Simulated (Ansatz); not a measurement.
# CH6GeSe: how energies converge with the basis set

The task here is to estimate one member of a computed series from the others.

Program: Ansatz 0.2.0, Gaussian basis. Level of theory: one geometry, several basis sets. These are calculated values, not measurements.

Plan: PBE0-D4/def2-SVP; ωB97M-V/def2-SVP; PBE0-D4/def2-QZVPP; ωB97M-V/def2-QZVPP; the functionals' def2-TZVPP values are taken from earlier runs.

## The relaxed structure

An earlier PBE0-D4 in a triple-zeta def2 set relaxation fixed the geometry.

SMILES `[CH3][GeH2][SeH]`, 9 atoms, charge 0, spin multiplicity 1.

Atoms are counted from 1 here; the program's logs count them from 0.

Bond lengths: C1–Ge2 1.949 Å, C1–H4 1.090 Å, C1–H5 1.090 Å, C1–H6 1.092 Å, Ge2–Se3 2.363 Å, Ge2–H7 1.538 Å, Ge2–H8 1.539 Å, Se3–H9 1.469 Å. Angles: Ge2–C1–H4 110.1°, Ge2–C1–H5 109.8°, Ge2–C1–H6 110.1°, H4–C1–H5 108.8°, H4–C1–H6 108.8°, H5–C1–H6 109.2°, C1–Ge2–Se3 110.8°, C1–Ge2–H7 111.8°, C1–Ge2–H8 111.0°, Se3–Ge2–H7 103.9°, Se3–Ge2–H8 109.3°, H7–Ge2–H8 109.8°, Ge2–Se3–H9 92.9°.

As a file:

```xyz
9
CH6GeSe
C    -0.8896    0.5537   -0.7012
Ge    0.7251   -0.4103   -0.1906
Se    1.2914    0.0354    2.0602
H    -1.7308    0.2248   -0.0902
H    -0.7431    1.6234   -0.5517
H    -1.1223    0.3660   -1.7511
H     1.9519    0.0717   -0.9827
H     0.5453   -1.9276   -0.3793
H     0.0605   -0.5832    2.5695
```

The first run:

in.yaml

```yaml
crystal:
  periodic: [false, false, false]
  atoms:
    - {symbol: C, position_ang: [-0.889568, 0.553695, -0.701196]}
    - {symbol: Ge, position_ang: [0.725142, -0.410291, -0.190635]}
    - {symbol: Se, position_ang: [1.291416, 0.035375, 2.060209]}
    - {symbol: H, position_ang: [-1.730810, 0.224768, -0.090212]}
    - {symbol: H, position_ang: [-0.743125, 1.623367, -0.551691]}
    - {symbol: H, position_ang: [-1.122298, 0.365966, -1.751131]}
    - {symbol: H, position_ang: [1.951869, 0.071657, -0.982723]}
    - {symbol: H, position_ang: [0.545272, -1.927550, -0.379293]}
    - {symbol: H, position_ang: [0.060502, -0.583187, 2.569470]}
basis:
  gaussian: {orbitals: def2-SVP}
hamiltonian: {xc: pbe0, dispersion: d4}
output: {orbitals: {seedname: orbitals}}
```

Steps of the session up to this table: PBE0-D4 in def2-SVP; ωB97M-V in def2-SVP; PBE0-D4 in def2-QZVPP; ωB97M-V in def2-QZVPP.

One of the session's tables, all rows but one given; the rest of the session is left out.

It belongs to the step «Functionals by basis». 

| functional | basis | HOMO (eV) | LUMO (eV) |
| --- | --- | --- | --- |
| PBE0-D4 | def2-SVP | -6.66 | 0.34 |
| PBE0-D4 | def2-TZVPP | -6.80 | 0.01 |
| PBE0-D4 | def2-QZVPP | ? | ? |
| ωB97M-V | def2-SVP | -8.81 | 2.30 |
| ωB97M-V | def2-TZVPP | -8.96 | 1.84 |
| ωB97M-V | def2-QZVPP | -8.97 | 1.47 |

Estimate the missing values for PBE0-D4, def2-QZVPP.

The run gave: HOMO (eV): -6.81; LUMO (eV): -0.11. In the column «HOMO (eV)» it lies between ωB97M-V, def2-SVP (-8.81) and PBE0-D4, def2-TZVPP (-6.80).
